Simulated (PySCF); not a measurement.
**CoOOH: quintet, from a PBE0 minimum start**

Where does quintet CoOOH go from a PBE0 minimum start, is the end point a minimum, and what are its modes, charges and moments?

Program: PySCF 2.14.0. Level of theory: PBE0, basis Co def2-SVP, O def2-SVP, H def2-SVP, no relativity, density fitting. These are calculated values, not measurements.

## (1) Starting geometry

4 atoms, charge 0, spin multiplicity 5.

Bond lengths: Co1–O2 1.612 Å, Co1–O3 1.757 Å, O3–H4 0.958 Å. Angles: O2–Co1–O3 178.9°, Co1–O3–H4 134.5°.

```xyz
4
charge 0 multiplicity 5
Co    0.0476   -0.0181   -0.0171
O     1.6523   -0.0998   -0.1522
O    -1.6981    0.0959    0.1509
H    -2.2894    0.6612    0.6500
```

## (2) First SCF at the start

One driver script runs all steps and calls PySCF; scf.py shows how it sets up the SCF of each step. The optimiser is the driver's own. After this first run the driver tries any further starts and a stability analysis.

File scf.py:

```python
from pyscf import gto, scf, dft
mol = gto.M(atom='''
Co     0.047603    -0.018069    -0.017143
O      1.652318    -0.099754    -0.152243
O     -1.698060     0.095872     0.150881
H     -2.289391     0.661177     0.649994''',
    basis={'Co': 'def2-SVP', 'O': 'def2-SVP', 'H': 'def2-SVP'},
    charge=0, spin=4)
mf = dft.UKS(mol, xc='PBE0')
mf.grids.atom_grid = (50, 194)
aux = {'Co': 'def2-universal-JKFIT', 'O': 'def2-universal-JKFIT', 'H': 'def2-universal-JKFIT'}
mf = mf.density_fit(auxbasis=aux)
mf.conv_tol = 1e-08
mf.diis_space = 10
mf.max_cycle = 60
mf.init_guess = 'minao'
mf.verbose = 4
mf.kernel()
```

Run with:

```console
$ OMP_NUM_THREADS=2 python axn.py task.json out
```

The program printed, cut to the lines that bear on the results:

```text
[... the frontier levels of the middle cycles are left out ...]
init E= -1532.11389637785
[... the frontier-level lines of each cycle are left out ...]
cycle= 1 E= -1518.12826204437  delta_E=   14  |g|= 3.24  |ddm|= 9.93
cycle= 2 E= -1501.18331138967  delta_E= 16.9  |g|= 5.33  |ddm|= 9.59
cycle= 3 E= -1525.65388844372  delta_E= -24.5  |g|= 3.58  |ddm|= 5.22
cycle= 4 E= -1527.59493018038  delta_E= -1.94  |g|= 3.34  |ddm|= 1.57
cycle= 5 E= -1527.4681992371  delta_E= 0.127  |g|=  3.4  |ddm|= 1.46
cycle= 6 E= -1527.13262576553  delta_E= 0.336  |g|= 3.35  |ddm|= 1.27
cycle= 7 E= -1527.12739503098  delta_E= 0.00523  |g|= 3.37  |ddm|= 0.49
cycle= 8 E= -1527.11770200723  delta_E= 0.00969  |g|= 3.37  |ddm|= 0.0567
cycle= 9 E= -1526.98970279646  delta_E= 0.128  |g|= 3.43  |ddm|= 0.852
cycle= 10 E= -1526.96162070086  delta_E= 0.0281  |g|= 3.44  |ddm|= 0.338
cycle= 11 E= -1526.96759201943  delta_E= -0.00597  |g|= 3.44  |ddm|= 0.183
cycle= 12 E= -1506.16375761462  delta_E= 20.8  |g|=  6.4  |ddm|= 8.99
cycle= 13 E= -1532.17397922891  delta_E=  -26  |g|= 1.57  |ddm|= 8.69
cycle= 14 E= -1532.89287486558  delta_E= -0.719  |g|= 0.676  |ddm|= 0.917
[... 22 cycles left out ...]
cycle= 37 E= -1533.08235753733  delta_E= 2.49e-05  |g|= 0.0018  |ddm|= 0.124
cycle= 38 E= -1533.08234915631  delta_E= 8.38e-06  |g|= 0.00447  |ddm|= 0.0647
cycle= 39 E= -1533.08235561098  delta_E= -6.45e-06  |g|= 0.00231  |ddm|= 0.0516
cycle= 40 E= -1533.08235535514  delta_E= 2.56e-07  |g|= 0.00237  |ddm|= 0.00193
cycle= 41 E= -1533.08234911263  delta_E= 6.24e-06  |g|= 0.0045  |ddm|= 0.0581
cycle= 42 E= -1533.08234780928  delta_E= 1.3e-06  |g|= 0.00524  |ddm|= 0.0207
cycle= 43 E= -1533.0823464937  delta_E= 1.32e-06  |g|= 0.00707  |ddm|= 0.0512
cycle= 44 E= -1533.08234486112  delta_E= 1.63e-06  |g|= 0.00799  |ddm|= 0.0143
cycle= 45 E= -1533.0823539223  delta_E= -9.06e-06  |g|= 0.00158  |ddm|= 0.104
cycle= 46 E= -1533.08235596633  delta_E= -2.04e-06  |g|= 0.000274  |ddm|= 0.0297
cycle= 47 E= -1533.08235458049  delta_E= 1.39e-06  |g|= 0.000568  |ddm|= 0.0275
cycle= 48 E= -1533.0823545708  delta_E= 9.69e-09  |g|= 0.000213  |ddm|= 0.00509
cycle= 49 E= -1533.08235453621  delta_E= 3.46e-08  |g|= 2.23e-05  |ddm|= 0.0051
cycle= 50 E= -1533.08235453018  delta_E= 6.02e-09  |g|= 1.42e-05  |ddm|= 0.00166
Extra cycle  E= -1533.0823545302  delta_E= -2.05e-11  |g|= 2.81e-05  |ddm|= 3.1e-05
converged SCF energy = -1533.0823545302  <S^2> = 6.0163795  2S+1 = 5.0065475
```

This step, with its further starts and checks, ran for 28 s (2 threads of Arm Neoverse N1, shared host).

The starts that the driver tried:

| start | energy (Eh) |
| --- | --- |
| the minimal-basis guess | -1533.082355 |
| a thermally smeared density | -1533.082353 |
| a smeared PBE density | -1533.082420 |

This is not the lowest solution: one lies 0.2 kJ/mol lower, at -1533.08242 Eh, and the relaxation starts from that.

## (3) Relaxing the quintet from the PBE0 minimum start

The program finds Cs symmetry in the start, which this walk keeps. Threshold on the gradient: 0.0003 Eh/bohr, with a further test on the energy change.

scf.py: that of step 2 with these lines changed.

```diff
@@ -3,4 +3,4 @@
-Co     0.047603    -0.018069    -0.017143
-O      1.652318    -0.099754    -0.152243
-O     -1.698060     0.095872     0.150881
-H     -2.289391     0.661177     0.649994''',
+Co     0.050143    -0.013059    -0.013042
+O      1.654858    -0.094744    -0.148142
+O     -1.695520     0.100882     0.154982
+H     -2.286851     0.666187     0.654095''',
@@ -16 +15,0 @@
-mf.init_guess = 'minao'
```

Energy and gradient, step by step:

| step | energy (Eh) | change (kJ/mol) | largest symmetric gradient (Eh/bohr) |
| --- | --- | --- | --- |
| 0 | -1533.082420 | 0.00 | 0.00023 |

The walk took 1.6 s.

Geometry (Å) and forces (eV/Å) at some steps:

```
step 0
Co   0.050  -0.013  -0.013   0.002   0.011   0.007
O    1.655  -0.095  -0.148  -0.005  -0.015  -0.005
O   -1.696   0.101   0.155   0.000   0.003  -0.002
H   -2.287   0.666   0.654   0.003   0.000   0.000
```

End point (Cs, 0 steps, 0.0 kJ/mol gained): Co–O 1.612 Å, Co–O 1.757 Å, O–H 0.958 Å; Co–O–H 134.5°, O–Co–O 178.9°.

## (4) Vibrations and properties at this point

On the finer grid the gradient is checked again; gradients at displacements of ±0.02 bohr then give force constants and infrared intensities.

scf.py: that of step 3 with these lines changed.

```diff
@@ -3,4 +3,4 @@
-Co     0.050143    -0.013059    -0.013042
-O      1.654858    -0.094744    -0.148142
-O     -1.695520     0.100882     0.154982
-H     -2.286851     0.666187     0.654095''',
+Co     0.050117    -0.013079    -0.013058
+O      1.654800    -0.094690    -0.148095
+O     -1.695606     0.100792     0.154910
+H     -2.286679     0.666244     0.654135''',
@@ -10 +10 @@
-mf.grids.atom_grid = (50, 194)
+mf.grids.atom_grid = (75, 302)
@@ -13 +13 @@
-mf.conv_tol = 1e-08
+mf.conv_tol = 1e-10
```

The driver hands on the density of the step before, so the log starts near convergence.

SCF at the final geometry:

```text
init E= -1533.08247445901
[... the frontier-level lines of each cycle are left out ...]
cycle= 1 E= -1533.08247445897  delta_E= 4.02e-11  |g|= 1.15e-05  |ddm|= 1e-05
cycle= 2 E= -1533.08247445839  delta_E= 5.77e-10  |g|= 4.33e-05  |ddm|= 2.78e-05
cycle= 3 E= -1533.08247445899  delta_E= -5.98e-10  |g|= 8.54e-06  |ddm|= 2.42e-05
cycle= 4 E= -1533.08247445902  delta_E= -3.18e-11  |g|= 6.36e-07  |ddm|= 5.44e-06
Extra cycle  E= -1533.08247445903  delta_E= -5.46e-12  |g|= 1.16e-06  |ddm|= 2.27e-06
converged SCF energy = -1533.08247445903  <S^2> = 6.0163719  2S+1 = 5.0065445
```

The whole step took 1.7 min.

Geometry: Cs; Co–O 1.612 Å, Co–O 1.757 Å, O–H 0.958 Å; Co–O–H 134.5°, O–Co–O 178.9°.

Harmonic modes (main isotopes):

| ω (cm⁻¹) | IR (km/mol) | μ (u) |
| --- | --- | --- |
| 125 | 85.9 | 16.37 |
| 136 | 35.0 | 8.65 |
| 402 | 224 | 1.24 |
| 707 | 29.9 | 6.71 |
| 907 | 92.8 | 19.81 |
| 3979 | 146 | 1.07 |

No imaginary mode, so this is a minimum.

Here the density breaks the symmetry of the frame, and no labels are given.

Constants and moments:

| Property | Result |
| --- | --- |
| Dipole moment | 2.24 D |
| Highest occupied level | -7.77 eV |
| Lowest empty level | -3.43 eV |
| Rotational constants | 36.39, 0.1744, 0.1735 cm⁻¹ |
| Zero-point energy | 37.4 kJ/mol |
| Principal polarisabilities | 15.5, 16.1, 49.8 bohr³ |
| Atomisation energy without zero-point energy | 1157 kJ/mol |
| Principal traceless quadrupole moments about the centre of mass | -9.95, 3.25, 6.70 D Å |
| Entropy at 298.15 K and 1 bar (electronic part: spin only) | 292.4 J/(mol K) |
| Heat capacity Cp at 298.15 K | 60.9 J/(mol K) |
| Enthalpy at 298.15 K above 0 K | 14.71 kJ/mol |
| Rotational symmetry number | 1 |
| Spin squared ⟨S²⟩ | 6.016 |

Charges (e) and bond orders:

```tsv
atom	Mulliken	Löwdin	polar tensor	spin (Mulliken)	Mayer order to Co1
Co1	0.92	0.63	1.21	2.90	–
O2	-0.52	-0.34	-0.57	0.95	1.78
O3	-0.59	-0.36	-0.98	0.14	0.90
H4	0.19	0.07	0.34	0.00	0.02
```

Mulliken populations on Co1: s 6.46, p 12.42, d 7.20, f 0.00.

## (5) Results

| quantity | value |
| --- | --- |
| minimum | quintet, Cs |
| geometry | Co–O 1.612 Å, Co–O 1.757 Å, O–H 0.958 Å; Co–O–H 134.5°, O–Co–O 178.9° |
| wavenumbers (cm⁻¹) | 125, 136, 402, 707, 907, 3979 |
| dipole moment | 2.24 D |
| highest occupied, lowest empty level (either spin) | -7.77, -3.43 eV |
| polar-tensor charge of Co1 | +1.21 e |
| zero-point energy | 37.4 kJ/mol |
| entropy at 298.15 K | 292.4 J/(mol K) |
| atomisation energy (no zero-point energy) | 1157 kJ/mol |
| ⟨S²⟩ | 6.016 |

In words: The molecule stays Cs, as typed, and the end point is a minimum. In the infrared the band at 402 cm⁻¹ leads. Most of the spin sits on Co1 (Mulliken spin 2.90, against 4 for the whole molecule). Only this shape and spin were tried, so other structures or states may lie lower. The SCF density has lower symmetry than the nuclear frame. Open d and f shells are described by one determinant, and the ground state may have another occupation or spin.

The search up to here took 2.2 min.
